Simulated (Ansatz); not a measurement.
# Al: the cost of one run

Computed with Ansatz 0.2.0 (DFT PBEsol, scalar-relativistic, unless a step's input says otherwise).

### 1 The starting structure

The structure is cubic, space group Fm-3m (No. 225). The conventional cell has a = 4.048 Å, b = 4.048 Å, c = 4.048 Å, α = 90.00°, β = 90.00°, γ = 90.00°. Around Al (site symmetry m-3m) lie 12 Al at 2.86 Å.

Coordinates:

```
Al
1.0
     0.00000    2.02398    2.02398
     2.02398    0.00000    2.02398
     2.02398    2.02398    0.00000
Al
1
Direct
  0.00000 0.00000 0.00000
```

### 2 After the deformation

Space group Fm-3m before, R-3m after.

### 3 LAPW, all electrons

The input, input.yaml:

```yaml
crystal:
  lattice:
    - [0.0607194, 2.0543397, 2.0543397]
    - [2.0543397, 0.0607194, 2.0543397]
    - [2.0543397, 2.0543397, 0.0607194]
  atoms:
    - { symbol: Al, position: [0.0, 0.0, 0.0] }
kpoints:
  mp_grid: { grid: [14, 14, 14] }
  band_path:
    path:
      - [0.0, 0.0, 0.0]
      - [0.5, 0.5, 0.5]
      - [0.2428775097, 0.5, 0.7571224903]
      - [-0.2428775097, 0.2428775097, 0.5]
      - [0.0, 0.0, 0.5]
      - [0.0, 0.0, 0.0]
      - [-0.3714387548, 0.0, 0.3714387548]
      - [0.0, 0.3714387548, 0.6285612452]
      - [0.0, 0.5, 0.5]
    npoints: 5
scf:
  occupations: { method: fermi_dirac, width: 0.05 }
hamiltonian:
  xc: pbesol
  pseudopotentials: { kind: all_electron, lapw: { basis_error: 0.001 } }
output:
  forces: true
  stress: true
  eigenvalues: true
```

Command:

```console
$ ansatz run input.yaml --threads 1 --pin off --max-ram 3072MiB --backend cpu --events-out ev --progress --plain --runs-dir out
```

What time and memory should one allow on 1 thread of Arm Neoverse V1, shared host?

About 7.5 s, with a peak of 0.26 GiB.
